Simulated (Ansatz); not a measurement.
# H5NO3Si: up Jacob's ladder to CCSD(T)

An exercise on one series of results from a longer session: the logs are not shown, and one member is left open.

Method: functionals in def2-TZVPP, the program's frozen cores in correlated methods; program: Ansatz 0.2.0, Gaussian basis.

The runs, in order: LDA (SPW92), PBE-D4, revPBE-D4, BLYP-D4, r2SCAN-D4, B97M-V, PBE0-D4, B3LYP-D4, r2SCANh-D4, r2SCAN0-D4, HSE06-D4, BHLYP-D4, CAM-B3LYP-D4, LC-ωPBE, ωB97X-V, ωB97M-V, B2PLYP, PBE-QIDH; CCSD(T)/def2-SVP; CCSD(T)/def2-TZVPP; MP2/def2-QZVPP; extrapolation to the limit; RPA on PBE.

## Structure used throughout

The geometry comes from an earlier relaxation with PBE0-D4 in a triple-zeta def2 set; it is a stationary point, not always the lowest conformer.

10 atoms, charge 0, spin multiplicity 1.

Atoms are counted from 1 here; the program's logs count them from 0.

Bond lengths: N1–Si2 1.697 Å, N1–H6 1.006 Å, N1–H7 1.006 Å, Si2–O3 1.640 Å, Si2–O4 1.634 Å, Si2–O5 1.642 Å, O3–H8 0.958 Å, O4–H9 0.958 Å, O5–H10 0.958 Å. Angles: Si2–N1–H6 119.6°, Si2–N1–H7 121.3°, H6–N1–H7 111.9°, N1–Si2–O3 118.5°, N1–Si2–O4 103.5°, N1–Si2–O5 108.9°, O3–Si2–O4 107.2°, O3–Si2–O5 103.3°, O4–Si2–O5 116.0°, Si2–O3–H8 115.6°, Si2–O4–H9 115.3°, Si2–O5–H10 115.8°.

The first run:

The input, in.yaml:

```yaml
crystal:
  periodic: [false, false, false]
  atoms:
    - {symbol: N, position_ang: [1.056241, -1.087026, 0.091188]}
    - {symbol: Si, position_ang: [-0.160132, 0.094495, 0.023328]}
    - {symbol: O, position_ang: [-0.099921, 1.343267, 1.085388]}
    - {symbol: O, position_ang: [-1.526140, -0.744125, 0.341410]}
    - {symbol: O, position_ang: [-0.097441, 0.839222, -1.438325]}
    - {symbol: H, position_ang: [0.975717, -1.846491, 0.746417]}
    - {symbol: H, position_ang: [2.016609, -0.859756, -0.102561]}
    - {symbol: H, position_ang: [0.175745, 2.184976, 0.720394]}
    - {symbol: H, position_ang: [-2.237229, -0.235964, 0.733755]}
    - {symbol: H, position_ang: [-0.020551, 0.260303, -2.197993]}
basis:
  gaussian: {orbitals: def2-TZVPP}
hamiltonian: {xc: lda}
output: {orbitals: {seedname: orbitals}}
```

Started as:

```bash
$ ansatz run in.yaml --threads 4 --pin off --events-out ev --progress --plain --max-ram 10444MiB
```

Steps of the session up to this table: LDA; PBE-D4 (GGA); revPBE-D4 (GGA); BLYP-D4 (GGA); r2SCAN-D4 (meta-GGA); B97M-V (meta-GGA); B3LYP-D4 (hybrid); r2SCANh-D4 (hybrid); r2SCAN0-D4 (hybrid); HSE06-D4 (hybrid); BHLYP-D4 (hybrid); CAM-B3LYP-D4 (range-separated); LC-ωPBE (range-separated); ωB97X-V (range-separated); ωB97M-V (range-separated); B2PLYP (double hybrid); PBE-QIDH (double hybrid).

One of the session's tables, all rows but one given; the rest of the session is left out.

It belongs to the step «Orbital energies across the functionals». 

| functional | HOMO (eV) | LUMO (eV) | gap (eV) |
| --- | --- | --- | --- |
| LDA (SPW92) | -6.24 | -0.42 | 5.82 |
| PBE-D4 | -6.06 | -0.28 | 5.78 |
| revPBE-D4 | -5.99 | -0.20 | 5.79 |
| BLYP-D4 | -5.94 | -0.34 | 5.60 |
| r2SCAN-D4 | -6.39 | 0.43 | 6.81 |
| B97M-V | -6.47 | -0.04 | 6.43 |
| PBE0-D4 | ? | ? | ? |
| B3LYP-D4 | -7.33 | 0.20 | 7.53 |
| r2SCANh-D4 | -6.96 | 0.68 | 7.64 |
| r2SCAN0-D4 | -7.83 | 1.05 | 8.88 |
| HSE06-D4 | -7.18 | 0.22 | 7.40 |
| BHLYP-D4 | -9.04 | 1.19 | 10.24 |
| CAM-B3LYP-D4 | -9.08 | 1.32 | 10.40 |
| LC-ωPBE | -10.52 | 2.71 | 13.22 |
| ωB97X-V | -10.12 | 2.47 | 12.59 |
| ωB97M-V | -10.02 | 2.01 | 12.03 |

**Question.** Estimate the row for PBE0-D4.

**Answer.** HOMO (eV): -7.59; LUMO (eV): 0.59; gap (eV): 8.18. In the column «HOMO (eV)» it lies between r2SCAN0-D4 (-7.83) and B3LYP-D4 (-7.33).
